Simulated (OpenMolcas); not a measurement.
# Lu²⁺ among point charges: CASSCF levels and susceptibility

Aim: the splitting of the states of Lu²⁺ in the field of 6 point charges, its lowest levels with spin-orbit coupling and its magnetic susceptibility.

Method: state-averaged CASSCF, spin-orbit coupling by RASSI with atomic mean-field integrals. Code: OpenMolcas 26.06.

1 further run of the same task is left out (it didn't finish).

### Step 1. Starting point

```
Species                           : Lu²⁺ (lutetium, Z = 71, 69 electrons)
Basis                             : ANO-RCC-VDZP [7s6p4d2f1g], 68 functions
Scalar Hamiltonian                : DKH2, point nucleus
Inactive shells                   : 1s 2s 2p 3s 3p 3d 4s 4p 4d 4f 5s 5p
Active space                      : 1 electron in 5 orbitals (5d)
Some configurations of this space : 5d
Orbitals                          : optimised for each spin and parity, averaged over all roots
```

The outer shells:

5d
```
5d [↑ ][  ][  ][  ][  ]
```

The ion sits among 6 point charges of -1.7 e arranged as a trigonal antiprism (D3d), 2.11 Å from the ion, with a polar angle of 50.9° against the regular 54.74°. The active orbitals were held to one l.

The work runs as a chain of OpenMolcas steps in one folder; each step below is one input file. Labels, J, g values, rates, χT and fits are worked out afterwards by a script from the matrices that RASSI stores. The input lists half of the charges; inversion (Group=XYZ) makes the rest.

### Step 2. One- and two-electron integrals

a.inp

```
&GATEWAY
Coord
1

Lu 0.0 0.0 0.0
Basis=ANO-RCC-VDZP
Group=XYZ
NoMove
AngMom=0.0 0.0 0.0
AMFI
XField
3 Angstrom 0
0.000000 1.637554 1.330608 -1.700000
1.418163 -0.818777 1.330608 -1.700000
1.418163 0.818777 -1.330608 -1.700000
&SEWARD
```

Launch:

```bash
> OMP_NUM_THREADS=1 MOLCAS_MEM=1689 MOLCAS_PROJECT=a pymolcas a.inp > a.log
```

### Step 3. CASSCF: doublets of even parity, 5 roots

a.inp

```
&RASSCF
FileOrb=start.orb
Symmetry=1
Spin=2
nActEl=1 0 0
Inactive=15 19
Ras2=5 0
CIRoot=5 5 1
SDav=5
CIMx=300
Iter=120 100
PrWF=0.3
OrbListing=Nothing
MaxOrb=0
SupSym
1
20 4 5 6 7 8 10 11 12 13 14 16 17 18 19 20 23 24 25 26 27
0
>>> COPY $Project.JobIph JOB001
```

start.orb holds the contracted functions of the basis, ordered by shell, or the orbitals of the step before.

### Step 4. State interaction with spin-orbit coupling

a.inp

```
&RASSI
NrOfJobIphs=1 5
1 2 3 4 5
IphNames
JOB001
EJob
SpinOrbit
DIPRint=1.0
SOCoupling=1000.0
Subsets=2
Property=9
'ANGMOM' 1 'ANGMOM' 2 'ANGMOM' 3 'MLTPL  1' 1 'MLTPL  1' 2 'MLTPL  1' 3
'AMFI' 1 'AMFI' 2 'AMFI' 3
SOProperty=3
'ANGMOM' 1 'ANGMOM' 2 'ANGMOM' 3
```

Before running it: what results should come out? Wanted: spin-free ground state; first state of the same spin within the active space; lowest level; next level.

The runs gave:

| quantity | value |
| --- | --- |
| method | CASSCF |
| spin-free ground state | 2E, 2-fold in its orbital part |
| first state of the same spin within the active space | 2A1 at 8210 cm⁻¹ |
| lowest level | 2-fold E3/2, g = 0.00, 0.00, 0.75 |
| next level | 664.7 cm⁻¹ |
| χT at 300 K | 0.19 cm³ K/mol |
| effective moment at 300 K | 1.22 μB |

What this shows: The spin-free ground state (2E) comes to 100 % from free-ion D terms and keeps the highest spin of the shell. χT at 300 K is 0.19, against 0.38 cm³ K/mol for the spin alone, so orbital moment lowers it. The free ion's ground configuration, as NIST lists it, lies outside this active space, so the lowest level here need not be the ground level. The field of point charges can differ much from that of real complexes. Point charges carry no covalency, so the field is a model and not that of real ligands.
